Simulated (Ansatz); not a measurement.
# GeH₆N₂ with the probe K+: a probe moved round a molecule

How does the energy of GeH₆N₂ (SMILES [NH2][GeH2][NH2]) with the probe K+ change over two coordinates at once? A grid of runs gives the map.

The runs use Ansatz 0.2.0; RHF/def2-SVPD.

## 1. Starting geometry

SMILES `[NH2][GeH2][NH2]`, 9 atoms, charge 0, spin multiplicity 1.

Atoms are counted from 1 here; the program's logs count them from 0.

Bond lengths: N1–Ge2 1.852 Å, N1–H4 1.023 Å, N1–H5 1.023 Å, Ge2–N3 1.852 Å, Ge2–H6 1.557 Å, Ge2–H7 1.557 Å, N3–H8 1.023 Å, N3–H9 1.024 Å. Angles: Ge2–N1–H4 115.0°, Ge2–N1–H5 116.1°, H4–N1–H5 109.4°, N1–Ge2–N3 102.8°, N1–Ge2–H6 104.5°, N1–Ge2–H7 117.4°, N3–Ge2–H6 117.4°, N3–Ge2–H7 104.6°, H6–Ge2–H7 110.5°, Ge2–N3–H8 116.1°, Ge2–N3–H9 115.2°, H8–N3–H9 109.4°.

Coordinates:

| atom | x (Å) | y (Å) | z (Å) |
| --- | --- | --- | --- |
| N1 | -1.10763 | 0.64388 | -0.85021 |
| Ge2 | 0.54299 | 0.28348 | -0.09106 |
| N3 | 0.18189 | -1.16433 | 1.00523 |
| H4 | -1.48705 | -0.10457 | -1.43579 |
| H5 | -1.19079 | 1.53612 | -1.34368 |
| H6 | 0.95593 | 1.61867 | 0.59593 |
| H7 | 1.67456 | -0.21494 | -1.03789 |
| H8 | 0.99529 | -1.66401 | 1.37334 |
| H9 | -0.47670 | -0.98071 | 1.76693 |

This geometry comes from a loose relaxation at PBE in a small basis, which is not shown.

## 2. Relaxing the molecule

input.yaml

```yaml
crystal:
  periodic: [false, false, false]
  atoms:
    - { symbol: "N", position_ang: [-1.107632, 0.643879, -0.850213] }
    - { symbol: Ge, position_ang: [0.542993, 0.283476, -0.091057] }
    - { symbol: "N", position_ang: [0.181892, -1.164326, 1.005227] }
    - { symbol: H, position_ang: [-1.487048, -0.104567, -1.435795] }
    - { symbol: H, position_ang: [-1.19079, 1.53612, -1.343677] }
    - { symbol: H, position_ang: [0.955927, 1.618669, 0.595929] }
    - { symbol: H, position_ang: [1.674561, -0.214936, -1.037886] }
    - { symbol: H, position_ang: [0.995294, -1.66401, 1.373341] }
    - { symbol: H, position_ang: [-0.476698, -0.980706, 1.766932] }
basis:
  gaussian: { orbitals: def2-SVPD }
hamiltonian:
  xc: hf
output:
  forces: true
relax:
  f_tol: 0.003
  max_steps: 120
```

Started as:

```
ansatz run input.yaml --threads 1 --pin off --max-ram 2560MiB --backend cpu --events-out ev --progress --plain --runs-dir out
```

What it wrote, cut to the lines that bear on the results:

```text
Warning: RAYON_NUM_THREADS=1 ignored (pool sized by the plan → 1); use --threads N
[...]
Functional definition: HF
[...]
1326 factors; integrals over basis functions are off by at most 2.6e-4 eV
[...]
mean field -59523.29758031 eV, -2187.4408397361 hartree, gradient 2.6e-5 eV, S^2 0.000000; 0 other end points of the search recorded, 0 dependent functions left out
[...]
reference -59523.29758031 eV, -2187.4408397361 hartree; 26, 26 occupied and 100, 100 virtual orbitals, 1326 factors
relax step   1: F+E_penalty+E_count = -59523.29758031 eV  Δ(F+E_penalty+E_count) = +0.000e0 eV  max|allowed force component| = 9.461e-1 eV/Å  Δτ_max = 0.0000 Å  (32 SCF iters, accepted)
[...]
relax step   7: F+E_penalty+E_count = -59523.38367090 eV  Δ(F+E_penalty+E_count) = -1.555e-4 eV  max|allowed force component| = 1.120e-2 eV/Å  Δτ_max = 0.0067 Å  (25 SCF iters, accepted)
[...]
relax step   8: F+E_penalty+E_count = -59523.38368407 eV  Δ(F+E_penalty+E_count) = -1.317e-5 eV  max|allowed force component| = 1.341e-3 eV/Å  Δτ_max = 0.0033 Å  (24 SCF iters, accepted)
1326 factors; integrals over basis functions are off by at most 2.9e-4 eV
[...]
mean field -59523.38368407 eV, -2187.4440039910 hartree, gradient 1.5e-5 eV, S^2 0.000000; 1 other end points of the search recorded, 0 dependent functions left out
[...]
reference -59523.38368407 eV, -2187.4440039910 hartree; 26, 26 occupied and 100, 100 virtual orbitals, 1326 factors
Total energy: -59523.38368407 eV, -2187.4440039910 hartree
Atom 0 at    -1.061212     0.638516    -0.890216 Å, force    -0.000733     0.001183    -0.000575 eV/Å
Atom 1 at     0.539096     0.281287    -0.090638 Å, force     0.001341     0.000602    -0.000286 eV/Å
Atom 2 at     0.212214    -1.118937     1.032055 Å, force     0.000588    -0.001094     0.000624 eV/Å
Atom 3 at    -1.516880    -0.093228    -1.397826 Å, force    -0.000078    -0.000347     0.000275 eV/Å
Atom 4 at    -1.198827     1.521532    -1.338039 Å, force     0.000025    -0.000609     0.000160 eV/Å
Atom 5 at     0.965159     1.595757     0.587050 Å, force    -0.000246     0.000022     0.000310 eV/Å
Atom 6 at     1.663066    -0.194329    -1.028243 Å, force    -0.000113    -0.000207    -0.000208 eV/Å
Atom 7 at     0.978663    -1.661630     1.374457 Å, force    -0.000520     0.000348    -0.000046 eV/Å
Atom 8 at    -0.492781    -1.015369     1.734201 Å, force    -0.000264     0.000103    -0.000256 eV/Å
Dipole moment:     0.052893     0.028626    -0.008872 e Å
```

It took 57 s on 1 thread of Arm Neoverse N1, shared host; peak memory 0.29 GiB.

Along the way:

| step | energy from step 1 (eV) | largest force component (eV/Å) |
| --- | --- | --- |
| 1 | 0.0000 | 0.9461 |
| 2 | -0.0721 | 0.2128 |
| 3 | -0.0813 | 0.0915 |
| 4 | -0.0843 | 0.0398 |
| 5 | -0.0859 | 0.0365 |
| 6 | -0.0859 | 0.0411 |
| 7 | -0.0861 | 0.0112 |
| 8 | -0.0861 | 0.0013 |

Distances of close pairs at the start and the end, largest changes first:

| bond | before (Å) | after (Å) | change (Å) |
| --- | --- | --- | --- |
| N1–Ge2 | 1.852 | 1.824 | -0.028 |
| Ge2–N3 | 1.852 | 1.824 | -0.027 |
| N3–H8 | 1.023 | 1.000 | -0.024 |
| N1–H5 | 1.023 | 1.000 | -0.023 |
| N3–H9 | 1.024 | 1.000 | -0.023 |
| N1–H4 | 1.023 | 1.000 | -0.023 |
| Ge2–H7 | 1.557 | 1.539 | -0.018 |
| Ge2–H6 | 1.557 | 1.539 | -0.018 |

## 3. The part K+ alone, at the geometry typed

input.yaml

```yaml
crystal:
  periodic: [false, false, false]
  atoms:
    - { symbol: K, position_ang: [0.0, 0.0, 0.0] }
total_charge: 1
basis:
  gaussian: { orbitals: def2-SVPD }
hamiltonian:
  xc: hf
```

Started as:

```
ansatz run input.yaml --threads 1 --pin off --max-ram 2560MiB --backend cpu --events-out ev --progress --plain --runs-dir out
```

What it wrote:

```text
Warning: RAYON_NUM_THREADS=1 ignored (pool sized by the plan → 1); use --threads N
Engine: ansatz 0.2.0, aarch64-unknown-linux-gnu
Functional definition: HF
  exchange = exact_x
  correlation = 0
165 factors; integrals over basis functions are off by at most 5.9e-5 eV
mean field evaluation 1: about -16297.7503 eV, gradient 1.2e-1 eV
mean field evaluation 2: about -16297.7503 eV, gradient 1.2e-1 eV
mean field evaluation 4: about -16297.7503 eV, gradient 9.3e-5 eV
mean field -16297.75033540 eV, -598.9312778141 hartree, gradient 2.8e-6 eV, S^2 0.000000; 0 other end points of the search recorded, 0 dependent functions left out
reference -16297.75033540 eV, -598.9312778141 hartree; 9, 9 occupied and 18, 18 virtual orbitals, 165 factors
Total energy: -16297.75033540 eV, -598.9312778141 hartree
```

Run time: 0.14 s. Hardware: 1 thread of Arm Neoverse N1, shared host; peak memory 0.056 GiB.

## 4. The grid

The probe is moved over the molecule's main plane (x and y are the axes of that plane, centred on the molecule).

First coordinate, x of the probe's K atom: 17 values from −5.6 Å. Second coordinate, y of the probe's K atom: 15 values from −4.9 Å.

Nothing else is relaxed (molecule and probe rigid). Energies count from molecule and probe far apart, each relaxed in its own basis (no counterpoise correction). Points are written as (first, second).

The probe K+ moves over a plane: the molecule's main plane. The molecule is turned into the frame of its main axes, as the inputs below show.

Of the runs on the grid, 1 are shown in the steps below; the others differ only in the two coordinates.

## 5. The run at (0.0 Å, −3.5 Å)

input.yaml

```yaml
crystal:
  periodic: [false, false, false]
  atoms:
    - { symbol: "N", position_ang: [1.449602, -0.369169, 0.0] }
    - { symbol: Ge, position_ang: [0.0, 0.738339, 0.0] }
    - { symbol: "N", position_ang: [-1.449601, -0.36917, 0.0] }
    - { symbol: H, position_ang: [1.542737, -1.036138, 0.739748] }
    - { symbol: H, position_ang: [2.34224, -0.007786, -0.267956] }
    - { symbol: H, position_ang: [0.160339, 1.629131, -1.24475] }
    - { symbol: H, position_ang: [-0.160332, 1.629074, 1.244792] }
    - { symbol: H, position_ang: [-2.342247, -0.007805, 0.26795] }
    - { symbol: H, position_ang: [-1.54271, -1.036212, -0.739688] }
    - { symbol: K, position_ang: [0.0, -3.5, 0.0] }
total_charge: 1
basis:
  gaussian: { orbitals: def2-SVPD }
hamiltonian:
  xc: hf
output:
  forces: true
```

Started as:

```
ansatz run input.yaml --threads 1 --pin off --max-ram 2560MiB --backend cpu --events-out ev --progress --plain --runs-dir out
```

What it wrote, cut to the lines that bear on the results:

```text
Warning: RAYON_NUM_THREADS=1 ignored (pool sized by the plan → 1); use --threads N
[...]
Functional definition: HF
[...]
1490 factors; integrals over basis functions are off by at most 1.3e-3 eV
[...]
mean field -75821.55618828 eV, -2786.3907962227 hartree, gradient 5.7e-5 eV, S^2 0.000000; 0 other end points of the search recorded, 0 dependent functions left out
[...]
reference -75821.55618828 eV, -2786.3907962227 hartree; 35, 35 occupied and 118, 118 virtual orbitals, 1490 factors
Total energy: -75821.55618828 eV, -2786.3907962227 hartree
Atom 0 at     1.449602    -0.369169     0.000000 Å, force    -0.201817    -0.879028    -0.144225 eV/Å
Atom 1 at     0.000000     0.738339     0.000000 Å, force    -0.000034     1.235890     0.000121 eV/Å
Atom 2 at    -1.449601    -0.369170     0.000000 Å, force     0.201904    -0.879090     0.144129 eV/Å
Atom 3 at     1.542737    -1.036138     0.739748 Å, force     0.273602     0.375565     0.286746 eV/Å
Atom 4 at     2.342240    -0.007786    -0.267956 Å, force     0.062269    -0.013648    -0.008830 eV/Å
Atom 5 at     0.160339     1.629131    -1.244750 Å, force    -0.028783    -0.196058     0.055070 eV/Å
Atom 6 at    -0.160332     1.629074     1.244792 Å, force     0.028759    -0.195977    -0.055112 eV/Å
Atom 7 at    -2.342247    -0.007805     0.267950 Å, force    -0.062291    -0.013643     0.008794 eV/Å
Atom 8 at    -1.542710    -1.036212    -0.739688 Å, force    -0.273635     0.375698    -0.286698 eV/Å
Atom 9 at     0.000000    -3.500000     0.000000 Å, force     0.000025     0.190291     0.000004 eV/Å
Dipole moment:     0.000004    -2.366189     0.000003 e Å
```

Wall time 11 s (1 thread of Arm Neoverse N1, shared host); peak memory 0.37 GiB.

That is −9.7 kcal/mol from the zero.

## 6. Energy over the grid

94 points were computed, 86 more follow by symmetry, and 75 have no value (skipped by design, atoms too close, or no result). Energies in kcal/mol, from molecule and probe far apart, each relaxed in its own basis (no counterpoise correction); the table lists every other line.

| y of the probe's K atom (Å) ↓, x of the probe's K atom (Å) → | −5.6 | −4.2 | −2.8 | −1.4 | 0.0 | 1.4 | 2.8 | 4.2 | 5.6 |
| --- | --- | --- | --- | --- | --- | --- | --- | --- | --- |
| 4.9 | 0.3 | −0.1 | −1.0 | −2.7 | −3.6 | −2.7 | −1.0 | −0.1 | 0.3 |
| 4.2 | 0.4 | 0.0 | −1.4 | −3.5 | −3.9 | −3.5 | −1.4 | 0.0 | 0.4 |
| 3.5 | 0.6 | 0.1 | −1.6 | 0.8 | 16.4 | 0.8 | −1.6 | 0.1 | 0.6 |
| 2.8 | 0.8 | 0.4 | −0.4 | – | – | – | −0.4 | 0.4 | 0.8 |
| 2.1 | 1.0 | 1.1 | 8.3 | – | – | – | 8.3 | 1.1 | 1.0 |
| 1.4 | 1.2 | 3.6 | – | – | – | – | – | 3.6 | 1.2 |
| 0.7 | 1.2 | 10.1 | – | – | – | – | – | 10.1 | 1.2 |
| 0.0 | 1.1 | 15.1 | – | – | – | – | – | 15.1 | 1.1 |
| −0.7 | 0.7 | 9.5 | – | – | – | – | – | 9.5 | 0.7 |
| −1.4 | 0.2 | 1.4 | – | – | – | – | – | 1.4 | 0.2 |
| −2.1 | −0.2 | −1.9 | – | – | 39.1 | – | – | −1.9 | −0.2 |
| −2.8 | −0.4 | −2.4 | −2.4 | 8.3 | −8.4 | 8.3 | −2.4 | −2.4 | −0.4 |
| −3.5 | −0.5 | −2.1 | −5.0 | −7.5 | −9.7 | −7.5 | −5.0 | −2.1 | −0.5 |
| −4.2 | −0.5 | −1.6 | −3.6 | −5.6 | −6.5 | −5.6 | −3.6 | −1.6 | −0.5 |
| −4.9 | −0.5 | −1.3 | −2.5 | −3.7 | −4.1 | −3.7 | −2.5 | −1.3 | −0.5 |

On the same grid, largest force on an atom (eV/Å):

| y of the probe's K atom (Å) ↓, x of the probe's K atom (Å) → | −5.6 | −4.2 | −2.8 | −1.4 | 0.0 | 1.4 | 2.8 | 4.2 | 5.6 |
| --- | --- | --- | --- | --- | --- | --- | --- | --- | --- |
| 4.9 | 0.5 | 0.6 | 0.9 | 1.2 | 1.3 | 1.2 | 0.9 | 0.6 | 0.5 |
| 4.2 | 0.5 | 0.7 | 1.1 | 1.6 | 2.0 | 1.6 | 1.1 | 0.7 | 0.5 |
| 3.5 | 0.6 | 0.9 | 1.3 | 2.5 | 4.0 | 2.5 | 1.3 | 0.9 | 0.6 |
| 2.8 | 0.7 | 1.0 | 1.8 | – | – | – | 1.8 | 1.0 | 0.7 |
| 2.1 | 0.8 | 1.2 | 2.4 | – | – | – | 2.4 | 1.2 | 0.8 |
| 1.4 | 0.9 | 1.4 | – | – | – | – | – | 1.4 | 0.9 |
| 0.7 | 1.0 | 1.8 | – | – | – | – | – | 1.8 | 1.0 |
| 0.0 | 1.0 | 2.6 | – | – | – | – | – | 2.6 | 1.0 |
| −0.7 | 1.0 | 1.9 | – | – | – | – | – | 1.9 | 1.0 |
| −1.4 | 1.0 | 1.6 | – | – | – | – | – | 1.6 | 1.0 |
| −2.1 | 0.9 | 1.4 | – | – | 6.9 | – | – | 1.4 | 0.9 |
| −2.8 | 0.8 | 1.2 | 1.6 | 3.3 | 1.8 | 3.3 | 1.6 | 1.2 | 0.8 |
| −3.5 | 0.7 | 1.0 | 1.3 | 1.3 | 1.2 | 1.3 | 1.3 | 1.0 | 0.7 |
| −4.2 | 0.6 | 0.8 | 0.9 | 1.0 | 0.9 | 1.0 | 0.9 | 0.8 | 0.6 |
| −4.9 | 0.5 | 0.6 | 0.7 | 0.7 | 0.7 | 0.7 | 0.7 | 0.6 | 0.5 |

## 7. What came out

```
                                            quantity                                                                      value
                                        lowest point                     (0.0 Å, −3.5 Å) [nearest 2 H at 3.00 Å], −9.7 kcal/mol
highest computed point (blank points may lie higher)                            (0.0 Å, −2.1 Å), 48.8 kcal/mol above the lowest
                     largest force on an atom (eV/Å)  0.5 at (−5.6 Å, 4.9 Å) to 6.9 at (0.0 Å, −2.1 Å); 1.2 at the lowest point
                             time for the whole task                                            19 min on 1 thread, shared host
```

The lowest computed point is at (0.0 Å, −3.5 Å) [nearest 2 H at 3.00 Å], −9.7 kcal/mol from molecule and probe far apart, each relaxed in its own basis (no counterpoise correction). The grid is coarse, so the lowest point of the scanned range may lie between grid points; coordinates that were held can hide deeper minima. The highest computed point, (0.0 Å, −2.1 Å) [nearest 2 H at 2.01 Å], lies 48.8 kcal/mol above the lowest. No counterpoise correction was made, so wells between separate parts tend to come out somewhat too deep.
